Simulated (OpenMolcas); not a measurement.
**GeO (SMILES [O]=[Ge]) at BLYP/6-31G (RICD fitting, fitting threshold 1e-06)**

What is the vertical ionisation energy of GeO at BLYP/6-31G (RICD fitting, fitting threshold 1e-06)? 

Program for the calculation: OpenMolcas 26.06.

### Step 1. Starting point

GeO: 2 atoms, total charge 0, spin state singlet. SMILES: `[O]=[Ge]`. The coordinates come from a PBE0-D4/def2-TZVP relaxation.

Bond lengths: O1–Ge2 1.623 Å.

### Step 2. A single-point energy at BLYP/6-31G (RICD fitting, fitting threshold 1e-06)

Contents of job.inp:

```
&gateway
 baslib=$CurrDir
 coord
 2
 bohr
 O      0.00000000     0.00000000    -0.04353929
 Ge     0.00000000     0.00000000     3.02267363
 basis=6-31G
 group=NoSym
 ricd
 acd
 cdthreshold=1e-06

&seward

&scf
 ksdft=BLYP
 prorbitals=0
```

The basis set 6-31G is read from a file made from the Basis Set Exchange's data (not shown).

Launch:

```console
$ export MOLCAS_MEM=1860
$ pymolcas job.inp > job.log
```

The log of the run:

```text
--- Start Module: gateway ---
[...]
--- Stop Module: gateway /rc=_RC_ALL_IS_WELL_ ---
--- Start Module: seward ---
[...]
      Basis functions           36
--- Stop Module: seward /rc=_RC_ALL_IS_WELL_ ---
--- Start Module: scf ---
[...]
       Convergence after  12 Iterations
[...]
::    Total KS-DFT energy                           -2151.9133772264
[...]
      Total spin, S                                     0.0000000000
[...]
      Total electronic charge=   40.000000
      Total            charge=   -0.000000
[...]
      Dipole Moment (debye):
      Origin of the operator (angstrom)=    0.0000    0.0000    1.3109
                   X=  3.8103E-15               Y= -1.3288E-15               Z=  2.7626E+00           Total=  2.7626E+00
      Quadrupole Moment (debye*angstrom):
[...]
--- Stop Module: scf /rc=_RC_ALL_IS_WELL_ ---
[...]
```

It took 2.4 s on 1 thread of Arm Neoverse V2, shared host; peak memory 0.091 GiB.

### Step 3. The doublet cation, same level

Contents of job.inp:

```
* GeO Kohn-Sham DFT
&GATEWAY
BASLIB = $CurrDir
COORD
2
bohr
O      0.00000000     0.00000000    -0.04353929
Ge     0.00000000     0.00000000     3.02267363
BASIS = 6-31G
GROUP = NoSym
RICD
ACD
CDTHRESHOLD = 1e-06
&SEWARD
&SCF
UHF
CHARGE = 1
SPIN = 2
KSDFT = BLYP
PRORBITALS = 0
```

The basis set 6-31G is read from a file made from the Basis Set Exchange's data (not shown).

Launch:

```console
$ export MOLCAS_MEM=1860
$ pymolcas job.inp > job.log
```

The log of the run:

```text
--- Start Module: gateway ---
[...]
--- Stop Module: gateway /rc=_RC_ALL_IS_WELL_ ---
--- Start Module: seward ---
[...]
      Basis functions           36
--- Stop Module: seward /rc=_RC_ALL_IS_WELL_ ---
--- Start Module: scf ---
[...]
       Convergence after  16 Iterations
[...]
::    Total KS-DFT energy                           -2151.5151475497
[...]
      Total spin, S                                     0.5021243298
[...]
      Total electronic charge=   39.000000
      Total            charge=    1.000000
[...]
      Dipole Moment (debye):
      Origin of the operator (angstrom)=    0.0000    0.0000    1.3109
                   X= -2.0794E-15               Y= -9.2636E-16               Z=  2.7704E+00           Total=  2.7704E+00
      Center of Charge (angstrom)
[...]
--- Stop Module: scf /rc=_RC_ALL_IS_WELL_ ---
[...]
```

Run time: 3.3 s. Hardware: 1 thread of Arm Neoverse V2, shared host; peak memory 0.091 GiB.

### Step 4. Summary of results

Level: BLYP/6-31G (RICD fitting, fitting threshold 1e-06).

| quantity | value |
| --- | --- |
| singlet GeO: total energy | -2151.91338 Eh |
| singlet GeO: dipole moment | 2.76 D |
| singlet GeO: HOMO energy | -6.91 eV |
| singlet GeO: LUMO energy | -2.61 eV |
| singlet GeO: HOMO–LUMO gap | 4.29 eV |
| doublet cation: total energy | -2151.51515 Eh |
| doublet cation: HOMO energy (highest over α and β) | -15.64 eV |
| doublet cation: LUMO energy (lowest over α and β) | -14.82 eV |
| doublet cation: ⟨S²⟩ | 0.754 |
| vertical ionisation energy (to the doublet cation) | 10.836 eV |

**Reading.** Removing an electron at fixed nuclei costs 10.84 eV (1046 kJ/mol). −ε(HOMO) before ionisation, 6.91 eV, is 3.93 eV below this ionisation energy.
